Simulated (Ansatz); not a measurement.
**Zn: how well frozen cores do**

Aim: solve Zn at one geometry with full-potential LAPW, frozen-core PAW and all-electron PAW on datasets made for the crystal, and see where they agree.

Method: DFT PBEsol, scalar-relativistic, in Ansatz 0.2.0.

## 1. The system as given

It takes space group P6_3/mmc (No. 194, hexagonal). The conventional cell has a = 2.665 Å, b = 2.665 Å, c = 4.947 Å, α = 90.00°, β = 90.00°, γ = 120.00°. Zn (site symmetry -6m2) has 12 Zn at 2.66 to 2.91 Å as nearest neighbours.

Coordinates:

```
CELL_PARAMETERS angstrom
2.66480 0.00000 0.00000
-1.33240 2.30778 0.00000
0.00000 0.00000 4.94670
ATOMIC_POSITIONS crystal
Zn 0.33333 0.66667 0.25000
Zn 0.66667 0.33333 0.75000
```

The geometry is a database entry used as it stands. It may stem from high pressure or temperature, or be incomplete, so it serves as a test cell.

Atoms are numbered in the order of the input: Zn1, Zn2.

## 2. Full-potential LAPW

Contents of input.yaml:

```yaml
crystal:
  lattice:
    - [2.6647980532, 0.0, 0.0]
    - [-1.3323990266, 2.30778281, 0.0]
    - [0.0, 0.0, 4.9467]
  atoms:
    - { symbol: Zn, position: [0.3333333333, 0.6666666667, 0.25] }
    - { symbol: Zn, position: [0.6666666667, 0.3333333333, 0.75] }
kpoints:
  mp_grid: { grid: [18, 18, 8] }
  band_path:
    path:
      - [0.0, 0.0, 0.0]
      - [0.5, 0.0, 0.0]
      - [0.3333333333, 0.3333333333, 0.0]
      - [0.0, 0.0, 0.0]
      - [0.0, 0.0, 0.5]
      - [0.5, 0.0, 0.5]
      - [0.3333333333, 0.3333333333, 0.5]
      - [0.0, 0.0, 0.5]
      - [0.5, 0.0, 0.5]
    npoints: 14
scf:
  occupations: { method: fermi_dirac, width: 0.03 }
hamiltonian:
  xc: pbesol
  pseudopotentials: { kind: all_electron, lapw: { basis_error: 0.00025 } }
output:
  forces: true
  stress: true
  eigenvalues: true
  populations: true
  dos: { projected: true, de: 0.2, e_range: [-14, 8] }
```

On the command line:

```console
> ansatz run input.yaml --threads 1 --pin off --max-ram 3072MiB --backend cpu --events-out ev --progress --plain --runs-dir out
```

What it wrote:

```text
Zn: projections on atomic orbitals take those of the free atom 1s2 2s2 2p6 3s2 3p6 3d10 4s2, of charge +0.00 (hamiltonian.pseudopotentials.projection_atoms)
LAPW: plane waves up to 8.987 Å⁻¹, error target 2.5e-4 eV per atom; small_component_spin mean_spin; Zn in spheres of 1.332 Å, 20 of its electrons in bands, Dirac shells []
Engine: ansatz 0.2.0
Pseudopotentials: kind: all_electron
Pseudopotential: Zn, LAPW, valence charge 20, Koelling and Harmon's equation, gaussian nucleus
Functional definition: PBEsol
  exchange = pbesol_x
  correlation = pbesol_c
Crystal: 2 atoms, lattice volume = 30.421 Å³
Basis set: ecut = 307.718867907551 eV, 375 PW (Γ), exchange–correlation at level 2
Bands: 24, of which v1, the nominal top of the filled ones, is band 20 counted from 1 (19 counted from 0)
Symmetry: 24 space group operations
Space group: P63/mmc (ITA 194), of the structure as read, at distance tolerance 3.1e-5 Å
k-points: 185 of 2592
Non-local potential: Zn, projectors of the file, none
Initial density: superposition of atomic densities (chi_scale 0.1, normalization cell)
Initial wavefunctions: plane waves of lowest kinetic energy (no species holds an atomic orbital)
Functional: x = pbesol(κ = 0.804, μ = 0.12345679012345678), c = pbesol(β = 0.046)
iter 1 solved again at ethr=1.80e-4 eV; its pass at ethr=1.00e-1 eV (dr2=7.18e-2 eV) is discarded
SCF iter   1: F=—  HF=-97670.053876 eV  |F-HF|=—  |Δ(HF+E_count)|=         —  Δρ=2.00e-2  dr2=7.21e-2  ethr=1.80e-4  ⟨swp⟩=3.0  Hψ=29679  notcnv=0
preconditioner: auto → Kerker (q_TF=auto, 2.856 Å⁻¹)  [metal: Δε(μ)=0.067 eV  Ē_g=12.332 eV  σ=0.030 eV  W_gap=0.46  n_scr=10 (ndim 8)  ℏωp=33.0 eV  f_vac=0.000  D(μ)=0.51/eV (n_scr^D=2)]
SCF iter   2: F=—  HF=-97669.932594 eV  |F-HF|=—  |Δ(HF+E_count)|=   1.21e-1  Δρ=7.61e-3  dr2=1.46e-2  ethr=1.80e-4  ⟨swp⟩=3.0  Hψ=14856  notcnv=0
SCF iter   3: F=—  HF=-97669.799953 eV  |F-HF|=—  |Δ(HF+E_count)|=   1.33e-1  Δρ=8.89e-3  dr2=1.78e-2  ethr=3.65e-5  ⟨swp⟩=3.0  Hψ=14419  notcnv=0
SCF iter   4: F=—  HF=-97669.791941 eV  |F-HF|=—  |Δ(HF+E_count)|=   8.01e-3  Δρ=3.60e-3  dr2=3.64e-3  ethr=3.65e-5  ⟨swp⟩=2.0  Hψ=12828  notcnv=0
iter 5 solved again at ethr=2.90e-7 eV; its pass at ethr=9.11e-6 eV (dr2=1.16e-4 eV) is discarded
SCF iter   5: F=—  HF=-97669.792296 eV  |F-HF|=—  |Δ(HF+E_count)|=   3.55e-4  Δρ=6.42e-4  dr2=1.16e-4  ethr=2.90e-7  ⟨swp⟩=2.0  Hψ=21875  notcnv=0
SCF iter   6: F=—  HF=-97669.792261 eV  |F-HF|=—  |Δ(HF+E_count)|=   3.48e-5  Δρ=1.21e-4  dr2=4.11e-6  ethr=2.90e-7  ⟨swp⟩=2.0  Hψ=12780  notcnv=0
SCF iter   7: F=—  HF=-97669.792259 eV  |F-HF|=—  |Δ(HF+E_count)|=   2.03e-6  Δρ=2.53e-5  dr2=2.50e-7  ethr=1.03e-8  ⟨swp⟩=2.0  Hψ=12779  notcnv=0
SCF iter   8: F=-97669.792259 eV  HF=-97669.792259 eV  |F-HF|=1.88e-8  |Δ(HF+E_count)|=   4.72e-8  Δρ=5.37e-6  dr2=9.49e-9  ethr=6.25e-10  ⟨swp⟩=2.0  Hψ=12779  notcnv=0
SCF 1 converged in 8 iterations: F = -97669.792259 eV  dr2 = 9.49e-9
NSCF: frozen V_eff on 113 k-points
SCF converged after 8 iterations
Free energy (F): -97669.792259 eV
Harris-Foulkes:  -97669.792259 eV  (|F-HF|=1.88e-8)
Internal energy: -97669.790770 eV  (E = F + TS)
E sigma→0 (E₀):  -97669.791514 eV
Entropy (-TS):   -0.001490 eV (-0.745 meV/atom)
Fermi energy:    13.855500 eV
--- Per-component energies (eV) ---
  E_band       = -1089.471730
  E_kinetic    = 99453.739363
  E_xc         = -3822.271393
  E_electrostatic = -193301.258740  (all electrons and nuclei)
  E_smearing   = -0.001490  (= −TS)
  E_closure    = 0.000000  (closes the sum)
  E_atoms      = -97666.664271  (free atoms, spherical and without spin; not in F)
  Σ components = -97669.792259   (vs F -97669.792259, Δ=0.00e0)
  Basis errors (estimates in eV, not in F): energy 6.6e-5 per atom: plane waves 5.9e-5 (3.1e-5 summed), levels above the bands 7.1e-90, relativity 5.0e-9, radial functions 7.0e-6, core shells 4.2e-12; eigenvalues (radial functions only) 5.3e-7; not estimated: angular momenta, meshes, grids; target (lapw.basis_error) 2.5e-4; muffin-tin radii Zn 1.332 Å
--- Forces (eV/Å), atoms counted from 1 ---
  atom   1  Zn     0.00000000     0.00000000     0.00000000
  atom   2  Zn     0.00000000    -0.00000000     0.00000000
  max |Σ_I F_I| component: 9.25e-18 eV/Å
--- Stress (GPa, compression-positive) ---
       -6.075192       0.000000       0.000000
        0.000000      -6.075192       0.000000
        0.000000       0.000000      -3.963924
  P = ⅓ Tr σ = -5.3714 GPa (-53.714 kbar)
--- Band table (eV; the first three rows and the last of 185) ---
  k-point 0: bands = ["-112.4833", "-112.4824", "-66.8074", "-66.7951", "-66.7836", "-66.7836", "-66.7822", "-66.7822", "3.2906", "5.1409", "5.8562", "6.0850", "6.0850", "6.1355", "6.1355", "6.4692", "6.4692", "6.6793", "6.6793", "10.0569", "10.6789", "27.2319", "30.7842", "31.0252"]
  k-point 1: bands = ["-112.4833", "-112.4825", "-66.8069", "-66.7955", "-66.7835", "-66.7835", "-66.7822", "-66.7822", "3.3851", "5.1301", "5.8579", "6.0838", "6.0838", "6.1312", "6.1312", "6.4804", "6.4804", "6.6737", "6.6737", "8.8448", "12.0984", "25.6532", "31.1194", "31.1194"]
  k-point 2: bands = ["-112.4832", "-112.4826", "-66.8056", "-66.7969", "-66.7834", "-66.7834", "-66.7824", "-66.7824", "3.6616", "5.0811", "5.8712", "6.0822", "6.0822", "6.1198", "6.1198", "6.5103", "6.5103", "6.6569", "6.6569", "7.6050", "13.9750", "23.1559", "31.3943", "31.3943"]
  k-point 184: bands = ["-112.4799", "-112.4799", "-66.8045", "-66.8045", "-66.8032", "-66.8032", "-66.7965", "-66.7965", "5.8222", "5.8222", "5.9346", "5.9346", "6.1116", "6.1116", "6.2937", "6.2937", "6.6710", "6.6710", "14.6425", "14.6425", "15.5045", "15.5045", "15.8260", "15.8260"]
--- Löwdin populations: 2 sites ---
  site symbol       q [e]
     0     Zn     29.4412
     1     Zn     29.4412
  spilling = 0.018627 (of n_electrons = 60.000000)
```

Run time: 43 s. Hardware: 1 thread of Arm Neoverse V2, shared host; peak memory 0.61 GiB.

In short: pressure -5.37 GPa; no gap.

Levels at the path's labelled points, in eV from the Fermi level:

```csv
point,band 17,band 18,band 19,band 20,band 21,band 22,band 23
Γ,-7.39,-7.18,-7.18,-3.80,-3.18,13.38,16.93
M,-7.00,-6.98,-3.00,-2.32,2.44,3.36,3.92
K,-7.28,-7.28,-0.15,-0.15,-0.01,4.80,5.91
Γ,-7.39,-7.18,-7.18,-3.80,-3.18,13.38,16.93
A,-7.26,-7.26,-7.26,-7.26,4.42,4.42,18.46
L,-6.99,-6.99,-2.03,-2.03,-0.04,-0.04,9.91
H,-7.18,-7.18,0.79,0.79,1.65,1.65,1.97
A,-7.26,-7.26,-7.26,-7.26,4.42,4.42,18.46
L,-6.99,-6.99,-2.03,-2.03,-0.04,-0.04,9.91
```

States per cell, counted by energy window (eV from the Fermi level, on a grid of 0.20 eV):

```csv
from,to,total,Zn 3d,Zn 4s
-10,-9,0.23,0.01,0.21
-9,-8,4.20,3.67,0.52
-8,-7,15.05,14.79,0.21
-7,-6,1.41,1.18,0.22
-6,-5,0.44,0.11,0.31
-5,-4,0.47,0.07,0.34
-4,-3,0.53,0.05,0.35
-3,-2,0.56,0.03,0.33
-2,-1,0.62,0.02,0.26
-1,0,0.48,0.01,0.14
0,1,0.49,0.01,0.18
1,2,0.75,0.01,0.27
2,3,0.76,0.01,0.18
3,4,0.78,0.01,0.11
4,5,0.68,0.00,0.07
```

## 3. Frozen-core PAW

input.yaml, as its differences from that of step 2:

```diff
@@ -26,3 +26,3 @@
   xc: pbesol
-  pseudopotentials: { kind: all_electron, lapw: { basis_error: 0.00025 } }
+  pseudopotentials: { kind: paw }
 output:
@@ -31,3 +31,9 @@
   eigenvalues: true
+  efg: { contact_densities: true }
   populations: true
+  bader: true
   dos: { projected: true, de: 0.2, e_range: [-14, 8] }
+  write_density: true
+  write_potential: true
+  elf: true
+  volumetric_format: npy
```

On the command line:

```console
> ansatz run input.yaml --threads 1 --pin off --max-ram 3072MiB --backend cpu --events-out ev --progress --plain --runs-dir out
```

What it wrote, shortened:

```text
[...]
Pseudopotentials: kind: paw
Pseudopotential: Zn, paw, valence charge 12, recommended cutoff 420 eV (normal)
[... 1 set-up line as earlier in the session ...]
[...]
Crystal: 2 atoms, lattice volume = 30.421 Å³
Basis set: ecut = 420 eV, 611 PW (Γ), exchange–correlation on 36×36×72 points (8 copies of the dense FFT grid, shifted against one another)
Bands: 16, of which v1, the nominal top of the filled ones, is band 12 counted from 1 (11 counted from 0)
[... 2 set-up lines as earlier in the session ...]
k-points: 185 of 2592
[...]
SCF iter   1: F=—  HF=-6561.776024 eV  |F-HF|=—  |Δ(HF+E_count)|=         —  Δρ=4.82e-3  dr2=4.01e-3  ethr=1.77e-3  ⟨swp⟩=5.3  Hψ=14757  notcnv=0
[...]
  P = ⅓ Tr σ = -5.3859 GPa (-53.859 kbar)
--- PAW observables at the nuclei: V_zz in 10²¹ V/m², potentials from the cell's mean, atoms counted from 1 ---
  atom   1  Zn V_zz =    +3.462874   η = 0.0000   by run symmetry: allowed
            electrostatic potential = -3946.159900 V   contact ρ = 166280.717381 e/Å³
  atom   2  Zn V_zz =    +3.462874   η = 0.0000   by run symmetry: allowed
            electrostatic potential = -3946.159900 V   contact ρ = 166280.717381 e/Å³
--- Band table (eV; the first three rows and the last of 185) ---
  k-point 0: bands = ["0.4531", "2.2954", "3.0069", "3.2358", "3.2358", "3.2862", "3.2862", "3.6191", "3.6191", "3.8289", "3.8289", "7.2175", "7.8396", "24.3846", "27.9457", "28.1814"]
[...]
--- Löwdin populations: 2 sites ---
  site symbol       q [e]
     0     Zn     11.4482
     1     Zn     11.4482
  spilling = 0.045980 (of n_electrons = 24.000000)
--- Bader charges: 2 sites ---
  site symbol  charge [e]  shift [e]
     0     Zn      0.0000     0.0000
     1     Zn      0.0000     0.0000
  estimated error of the sums over rays = 5.2e-5 e
```

Run time: 15 s. Hardware: 1 thread of Arm Neoverse V2, shared host; peak memory 0.38 GiB.

Read from it: pressure -5.39 GPa; no gap; Vzz Zn1 3.46 (η = 0.00) (10²¹ V/m²).

```csv
atom,Bader charge (e),basin volume (Å³)
Zn1,-0.00,15.21
```

Density in a lattice plane of the grid's cell (edges 2.66 and 4.95 Å, at 0.333 of the third edge), which holds Zn.

Values in e/Å³, 12 rows by 6 columns:
```
 0.19  0.15  0.19  0.40  0.64  0.41
 0.36  0.21  0.38  2.01  7.91  2.25
 0.52  0.25  0.54  5.88 35.71  7.24
 0.37  0.21  0.38  2.06  8.27  2.32
 0.19  0.15  0.20  0.42  0.65  0.42
 0.14  0.14  0.15  0.17  0.19  0.17
 0.19  0.22  0.20  0.16  0.16  0.16
 0.36  0.53  0.38  0.22  0.19  0.22
 0.50  0.82  0.54  0.26  0.22  0.26
 0.36  0.53  0.38  0.22  0.20  0.22
 0.19  0.22  0.19  0.16  0.16  0.16
 0.14  0.13  0.14  0.17  0.19  0.17
```
Columns run along the first of these edges and rows up along the second, over one cell in 6 and 12 even steps from the bottom left corner. Atoms in the plane (fractional): Zn at (0.67, 0.75).

ELF in the same plane.

Ten even steps from ' ' (0.00) to '@' (0.44):
```
++++++++++==============
==******++====------====
==**##**====::..  ..::==
==++##**==--        ..--
==++##**==::          ::
==++##**==--        ..--
==**##**====::..  ..::==
==******++======--======
++++++++++==============
++++++++++++++======++++
++======++++**********++
========++++##%%%%%%##++
==========++##%%@@%%##++
==========++**%%@@@@**++
==========++**%%@@@@**++
==========++**%%@@@@**++
==========++##%%@@%%##++
========++++##%%%%%%##++
++======++++**********++
++++++++++++++======++++
```
Columns run along the first of these edges and rows up along the second, over one cell in 12 and 20 even steps from the bottom left corner. Atoms in the plane (fractional): Zn at (0.67, 0.75).

Both are smooth fields of the valence electrons: close to the nuclei they are not physical.

## 4. All-electron PAW on datasets made for the crystal

input.yaml, as its differences from that of step 3:

```diff
@@ -21,3 +21,3 @@
       - [0.5, 0.0, 0.5]
-    npoints: 14
+    npoints: 8
 scf:
@@ -26,3 +26,3 @@
   xc: pbesol
-  pseudopotentials: { kind: paw }
+  pseudopotentials: { kind: all_electron, datasets: crystal }
 output:
@@ -32,8 +32 @@
   efg: { contact_densities: true }
-  populations: true
-  bader: true
-  dos: { projected: true, de: 0.2, e_range: [-14, 8] }
-  write_density: true
-  write_potential: true
-  elf: true
-  volumetric_format: npy
```

On the command line:

```console
> ansatz run input.yaml --threads 1 --pin off --max-ram 3072MiB --backend cpu --events-out ev --progress --plain --runs-dir out
```

What it wrote, shortened:

```text
[...]
[... 1 set-up line as earlier in the session ...]
Pseudopotential: Zn, paw, valence charge 20, recommended cutoff 260 eV (normal), Koelling and Harmon's equation, gaussian nucleus
[... 1 set-up line as earlier in the session ...]
[...]
Crystal: 2 atoms, lattice volume = 30.421 Å³
Basis set: ecut = 260 eV, 301 PW (Γ), exchange–correlation on 30×30×54 points (8 copies of the dense FFT grid, shifted against one another)
Bands: 16, of which v1, the nominal top of the filled ones, is band 12 counted from 1 (11 counted from 0)
[... 2 set-up lines as earlier in the session ...]
k-points: 185 of 2592
[...]
SCF iter   1: F=—  HF=-97669.938597 eV  |F-HF|=—  |Δ(HF+E_count)|=         —  Δρ=4.46e-2  dr2=6.08e-1  ethr=2.72e-3  ⟨swp⟩=2.9  Hψ=15825  notcnv=0
[...]
  atom   2  Zn    -0.00000000    -0.00000000     0.00000000
[...]
--- Stress (GPa, compression-positive) ---
       -6.074489       0.000000       0.000000
        0.000000      -6.074489       0.000000
        0.000000       0.000000      -3.963109
  P = ⅓ Tr σ = -5.3707 GPa (-53.707 kbar)
  It holds what live shells' own plane waves past their cutoff add
--- PAW observables at the nuclei: V_zz in 10²¹ V/m², potentials from the cell's mean, atoms counted from 1 ---
  atom   1  Zn V_zz =    +3.457957   η = 0.0000   by run symmetry: allowed
            electrostatic potential = -3944.609893 V   contact ρ = 166350.598016 e/Å³
  atom   2  Zn V_zz =    +3.457957   η = 0.0000   by run symmetry: allowed
            electrostatic potential = -3944.609893 V   contact ρ = 166350.598016 e/Å³
--- Band table (eV; the first three rows and the last of 185) ---
  k-point 0: bands = ["3.2905", "5.1411", "5.8564", "6.0852", "6.0852", "6.1357", "6.1357", "6.4694", "6.4694", "6.6795", "6.6795", "10.0569", "10.6789", "27.2319", "30.7843"]
[...]
```

Run time: 16 s. Hardware: 1 thread of Arm Neoverse V2, shared host; peak memory 0.54 GiB.

This run gives: pressure -5.37 GPa; no gap; Vzz Zn1 3.46 (η = 0.00) (10²¹ V/m²).

```csv
atom,contact density (e/Å³)
Zn1,166350.6
```

## 5. Side by side

```
          method  pressure (GPa)  Vzz Zn1 (10²¹ V/m²)  SCF cycles, all passes
            LAPW           -5.37                    –                       8
             PAW           -5.39                 3.46                       6
crystal datasets           -5.37                 3.46                       8
```

## 6. Results

| quantity | value |
| --- | --- |
| pressure | LAPW -5.37, PAW -5.39, crystal datasets -5.37 GPa |
| gap (LAPW) | none |
| Bader charges (PAW) | Zn1 -0.00 e |

What this shows: The pressure of -5.4 GPa pushes the cell to shrink, with the atoms held in place. There is no gap at this level; the crystal is a metal here. The field gradient at Zn1, the largest by crystal datasets, is 3.46 by PAW and 3.46 by crystal datasets (10²¹ V/m²), within 5 %. PAW lies -0.01 GPa from LAPW in pressure. LAPW took about 2.9 times as long as PAW (43 s against 15 s, on a shared host and with the outputs that each input asks for).
